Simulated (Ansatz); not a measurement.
# CH6GeO2: the cost of one run

All numbers below are computed with Ansatz 0.2.0 (RKS PBE-D4/def2-SVP).

### 1 The starting structure

Bond lengths: Ge1–O2 1.770 Å, O2–H3 1.010 Å, Ge1–O4 1.770 Å, O4–H5 1.010 Å, Ge1–C6 1.959 Å, C6–H7 1.110 Å, C6–H8 1.110 Å, C6–H9 1.110 Å, Ge1–H10 1.549 Å. Angles: Ge1–O2–H3 109.5°, O2–Ge1–O4 109.4°, O2–Ge1–C6 109.5°, O2–Ge1–H10 109.5°, O4–Ge1–C6 109.5°, O4–Ge1–H10 109.5°, C6–Ge1–H10 109.5°, Ge1–O4–H5 109.5°, Ge1–C6–H7 109.5°, Ge1–C6–H8 109.5°, Ge1–C6–H9 109.5°, H7–C6–H8 109.4°, H7–C6–H9 109.4°, H8–C6–H9 109.4°.

Coordinates:

```xyz
10

Ge    0.0000    0.0000    0.0000
O     0.0000    0.0000    1.7700
H    -0.9095   -0.2814    2.1071
O     1.6691    0.0000   -0.5894
H     1.9855   -0.9521   -0.7061
C    -0.9232    1.5994   -0.6527
H    -1.9758    1.3458   -0.8971
H    -0.9048    2.3840    0.1322
H    -0.4128    1.9760   -1.5636
H    -0.7300   -1.2648   -0.5162
```

### 2 Relaxing the start

The input, input.yaml:

```yaml
crystal:
  periodic: [false, false, false]
  atoms:
    - { symbol: Ge, position_ang: [0.0, 0.0, 0.0] }
    - { symbol: O, position_ang: [0.0, 0.0, 1.77] }
    - { symbol: H, position_ang: [-0.9095, -0.2814, 2.1071] }
    - { symbol: O, position_ang: [1.6691, 0.0, -0.5894] }
    - { symbol: H, position_ang: [1.9855, -0.9521, -0.7061] }
    - { symbol: C, position_ang: [-0.9232, 1.5994, -0.6527] }
    - { symbol: H, position_ang: [-1.9758, 1.3458, -0.8971] }
    - { symbol: H, position_ang: [-0.9048, 2.384, 0.1322] }
    - { symbol: H, position_ang: [-0.4128, 1.976, -1.5636] }
    - { symbol: H, position_ang: [-0.73, -1.2648, -0.5162] }
basis:
  gaussian: { orbitals: def2-SVP }
hamiltonian:
  xc: pbe
  dispersion: d4
relax:
  f_tol: 0.02
  max_steps: 40
```

Run with:

```
$ ansatz run input.yaml --threads 4 --pin off --max-ram 5120MiB --backend cpu --events-out ev --progress --plain --runs-dir out
```

What time and memory should one allow on 4 threads of Arm Neoverse V2, shared host?

About 12 s, with a peak of 0.14 GiB.
